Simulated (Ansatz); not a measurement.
**B₂H₆OSi: how energies converge with the basis set**

An exercise on one series of results from a longer session: the logs are not shown, and one member is left open.

Computed with Ansatz 0.2.0, Gaussian basis. Level: one geometry, several basis sets.

The runs, in order: PBE0-D4/def2-SVP; ωB97M-V/def2-SVP; PBE0-D4/def2-QZVPP; ωB97M-V/def2-QZVPP; the functionals' def2-TZVPP values are taken from earlier runs.

## The relaxed structure

All runs share one geometry, relaxed beforehand with PBE0-D4 in a triple-zeta def2 set.

SMILES `B[SiH2]BO`, 10 atoms, charge 0, spin multiplicity 1.

Atoms are counted from 1 here; the program's logs count them from 0.

Bond lengths: B1–Si2 1.995 Å, B1–H5 1.196 Å, B1–H6 1.196 Å, Si2–B3 2.046 Å, Si2–H7 1.496 Å, Si2–H8 1.491 Å, B3–O4 1.349 Å, B3–H9 1.199 Å, O4–H10 0.961 Å. Angles: Si2–B1–H5 121.2°, Si2–B1–H6 120.9°, H5–B1–H6 117.7°, B1–Si2–B3 104.5°, B1–Si2–H7 112.9°, B1–Si2–H8 112.9°, B3–Si2–H7 108.9°, B3–Si2–H8 108.8°, H7–Si2–H8 108.7°, Si2–B3–O4 122.6°, Si2–B3–H9 121.7°, O4–B3–H9 115.7°, B3–O4–H10 114.2°.

The first run:

File in.yaml:

```yaml
crystal:
  periodic: [false, false, false]
  atoms:
    - {symbol: B, position_ang: [-1.526536, 1.034536, 0.326612]}
    - {symbol: Si, position_ang: [0.407091, 0.781513, -0.095966]}
    - {symbol: B, position_ang: [0.772040, -1.186467, 0.328606]}
    - {symbol: O, position_ang: [0.935662, -2.118476, -0.632507]}
    - {symbol: H, position_ang: [-2.369603, 0.877132, -0.507223]}
    - {symbol: H, position_ang: [-1.886695, 1.259342, 1.444342]}
    - {symbol: H, position_ang: [0.725350, 1.034444, -1.535637]}
    - {symbol: H, position_ang: [1.300567, 1.627495, 0.746079]}
    - {symbol: H, position_ang: [0.840145, -1.586370, 1.457362]}
    - {symbol: H, position_ang: [0.885078, -1.774349, -1.528870]}
basis:
  gaussian: {orbitals: def2-SVP}
hamiltonian: {xc: pbe0, dispersion: d4}
output: {orbitals: {seedname: orbitals}}
```

Launch:

```bash
$ ansatz run in.yaml --threads 2 --pin off --events-out ev --progress --plain --max-ram 4352MiB
```

Steps of the session up to this table: PBE0-D4 in def2-SVP; ωB97M-V in def2-SVP; PBE0-D4 in def2-QZVPP; ωB97M-V in def2-QZVPP.

One of the session's tables, all rows but one given; the rest of the session is left out.

It belongs to the step «Functionals by basis». 

```
functional       basis  HOMO (eV)  LUMO (eV)
   PBE0-D4    def2-SVP          ?          ?
   PBE0-D4  def2-TZVPP      -7.61      -2.52
   PBE0-D4  def2-QZVPP      -7.62      -2.53
   ωB97M-V    def2-SVP      -9.65      -0.42
   ωB97M-V  def2-TZVPP      -9.72      -0.59
   ωB97M-V  def2-QZVPP      -9.72      -0.63
```

**Question.** Estimate the row for PBE0-D4, def2-SVP.

The run gave: HOMO (eV): -7.58; LUMO (eV): -2.44. In the column «HOMO (eV)» it is the highest.
